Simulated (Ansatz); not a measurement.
# GaPH4 + HBr: a complex and its separated parts

Aim: how far the complex at one end of a reaction step lies below its separated, relaxed parts, level by level.

Computed with Ansatz 0.2.0, Gaussian basis. Level: PBE0-D4/def2-TZVP structures, single points in def2-TZVPP, no counterpoise correction.

Levels: SPW92, PBE-D4, BLYP-D4, r2SCAN-D4, B97M-V, PBE0-D4, B3LYP-D4, r2SCAN0-D4, BHLYP-D4, CAM-B3LYP-D4, wB97X-V, wB97M-V, B2PLYP, PBE-QIDH, RPA on PBE, Hartree-Fock, MP2, CCSD, CCSD(T).

Correlated methods freeze the cores. Filled d shells of the heavier atoms are correlated. B3LYP uses VWN-RPA correlation. B2PLYP carries no dispersion term here.

### Step 1. Where the work starts

The complex: 8 atoms, charge 0, spin multiplicity 1.

Atoms are counted from 1 here; the program's logs count them from 0.

Bond lengths: Ga1–Br2 2.939 Å, Ga1–H3 1.568 Å, Ga1–H4 1.568 Å, Ga1–P6 2.330 Å, Br2–H5 1.423 Å, P6–H7 1.420 Å, P6–H8 1.420 Å. Angles: Br2–Ga1–H3 93.0°, Br2–Ga1–H4 93.0°, Br2–Ga1–P6 99.0°, H3–Ga1–H4 122.0°, H3–Ga1–P6 117.9°, H4–Ga1–P6 117.9°, Ga1–Br2–H5 90.6°, Ga1–P6–H7 95.9°, Ga1–P6–H8 95.9°, H7–P6–H8 94.8°.

Coordinates:

```xyz
8
charge 0, multiplicity 1
Ga   -0.81714   -0.81573   -0.42092
Br    0.82341    1.17966   -1.82355
H    -0.16115   -2.01555   -1.18885
H    -2.16230   -0.16320   -0.89457
H     1.39476    1.59891   -0.58901
P    -0.11050   -0.39876    1.75995
H     1.27919   -0.39874    1.46632
H    -0.24625    1.01341    1.69063
```

Its parts: GaPH4 holds atoms 1, 3, 4, 6, 7, 8; HBr holds atoms 2, 5. Each part counts its atoms afresh in its own runs.

### Step 2. Relaxing GaPH4 alone

relax-a/in.yaml

```yaml
crystal:
  periodic: [false, false, false]
  atoms:
    - {symbol: Ga, position_ang: [-0.817144, -0.815732, -0.420919]}
    - {symbol: H, position_ang: [-0.161154, -2.015553, -1.188846]}
    - {symbol: H, position_ang: [-2.162302, -0.163196, -0.894571]}
    - {symbol: P, position_ang: [-0.110503, -0.398760, 1.759946]}
    - {symbol: H, position_ang: [1.279188, -0.398736, 1.466318]}
    - {symbol: H, position_ang: [-0.246253, 1.013407, 1.690628]}
basis:
  gaussian: {orbitals: def2-TZVP}
hamiltonian: {xc: pbe0, dispersion: d4}
relax: {f_tol: 0.005, max_steps: 200}
```

The command line of these runs was not kept.

The runs that follow: Relaxing HBr alone; wB97M-V/def2-TZVPP; CCSD(T)/def2-TZVPP; Vibrations of GaPH4; Vibrations of HBr.

Before running it: what results should come out? Wanted: complex less parts, CCSD(T)/def2-TZVPP; with zero-point energy; largest T1 diagnostic.

As calculated:

| quantity | value |
| --- | --- |
| complex less parts, CCSD(T)/def2-TZVPP | -20.2 kJ/mol |
| with zero-point energy | -15.7 kJ/mol |
| largest T1 diagnostic | 0.014 |

At CCSD(T) the complex lies 20.2 kJ/mol below its parts. The functionals run from wB97X-V, off by +0.1 kJ/mol, to SPW92, off by -16.4 kJ/mol, against CCSD(T). By rung, the mean size of the error is: LDA 16.4, GGA 2.8, meta-GGA 1.4, hybrid 1.6, range-separated hybrid 1.2, double hybrid 4.2 kJ/mol. PBE-D4 gives a relative energy 3.6 kJ/mol too low, inside chemical accuracy (1 kcal/mol, 4.2 kJ/mol). No counterpoise was applied, and triple zeta lacks some correlation, so the CCSD(T) reference has a basis error of its own, and close matches with it are partly luck.
